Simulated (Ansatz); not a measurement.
# H3NOSiZn: up Jacob's ladder to CCSD(T)

An exercise on one series of results from a longer session: the logs are not shown, and one member is left open.

Program: Ansatz 0.2.0, Gaussian basis. Level of theory: functionals in def2-TZVPP, the program's frozen cores in correlated methods. These are calculated values, not measurements.

Levels to be run: LDA (SPW92), PBE-D4, revPBE-D4, BLYP-D4, r2SCAN-D4, B97M-V, PBE0-D4, B3LYP-D4, r2SCANh-D4, r2SCAN0-D4, HSE06-D4, BHLYP-D4, CAM-B3LYP-D4, LC-ωPBE, ωB97X-V, ωB97M-V, B2PLYP, PBE-QIDH; CCSD(T)/def2-SVP; CCSD(T)/def2-TZVPP; MP2/def2-QZVPP; extrapolation to the limit; RPA on PBE.

**Structure used throughout**

An earlier PBE0-D4 in a triple-zeta def2 set relaxation fixed the geometry.

7 atoms, charge 0, spin multiplicity 1.

Atoms are counted from 1 here; the program's logs count them from 0.

Bond lengths: N1–Si2 1.669 Å, N1–H5 1.007 Å, N1–H6 1.009 Å, Si2–O3 1.522 Å, Si2–H7 1.478 Å. Angles: Si2–N1–H5 123.5°, Si2–N1–H6 122.3°, H5–N1–H6 114.2°, N1–Si2–O3 126.0°, N1–Si2–H7 108.5°, O3–Si2–H7 125.5°.

The first run:

in.yaml reads:

```yaml
crystal:
  periodic: [false, false, false]
  atoms:
    - {symbol: N, position_ang: [-0.448969, 0.932542, -0.249528]}
    - {symbol: Si, position_ang: [0.849736, -0.037181, 0.147250]}
    - {symbol: O, position_ang: [0.801564, -1.537842, 0.398563]}
    - {symbol: Zn, position_ang: [-1.444933, -2.721593, 0.202299]}
    - {symbol: H, position_ang: [-0.374786, 1.923957, -0.408119]}
    - {symbol: H, position_ang: [-1.383385, 0.566807, -0.351110]}
    - {symbol: H, position_ang: [2.061773, 0.805311, 0.214945]}
basis:
  gaussian: {orbitals: def2-TZVPP}
hamiltonian: {xc: lda}
output: {orbitals: {seedname: orbitals}}
```

Steps of the session up to this table: LDA; PBE-D4 (GGA); revPBE-D4 (GGA); BLYP-D4 (GGA); r2SCAN-D4 (meta-GGA); B97M-V (meta-GGA); PBE0-D4 (hybrid); B3LYP-D4 (hybrid); r2SCANh-D4 (hybrid); r2SCAN0-D4 (hybrid); HSE06-D4 (hybrid); BHLYP-D4 (hybrid); CAM-B3LYP-D4 (range-separated); LC-ωPBE (range-separated); ωB97X-V (range-separated); ωB97M-V (range-separated); B2PLYP (double hybrid); PBE-QIDH (double hybrid).

One of the session's tables, all rows but one given; the rest of the session is left out.

It belongs to the step «Orbital energies across the functionals». 

```
  functional  HOMO (eV)  gap (eV)
 LDA (SPW92)      -4.84      2.73
      PBE-D4      -4.61      2.73
   revPBE-D4      -4.51      2.73
     BLYP-D4      -4.53      2.78
   r2SCAN-D4      -4.77      3.12
      B97M-V      -4.56      2.93
     PBE0-D4      -5.30      4.27
    B3LYP-D4      -5.25      4.01
  r2SCANh-D4          ?         ?
  r2SCAN0-D4      -5.44      4.55
    HSE06-D4      -4.90      3.49
    BHLYP-D4      -5.93      5.80
CAM-B3LYP-D4      -6.51      6.54
     LC-ωPBE      -7.54      8.72
     ωB97X-V      -7.29      8.37
     ωB97M-V      -7.31      8.20
```

Estimate the missing values for r2SCANh-D4.

Worked estimate for «HOMO (eV)». Against the share of exact exchange, r2SCAN-D4 (0, -4.77), r2SCAN0-D4 (0.25, -5.44) give a slope of -2.68 per unit share; at 0.1 the line stands at -5.04.

The run gave: HOMO (eV): -5.04; gap (eV): 3.70. In «HOMO (eV)» the line misses by 0.00.
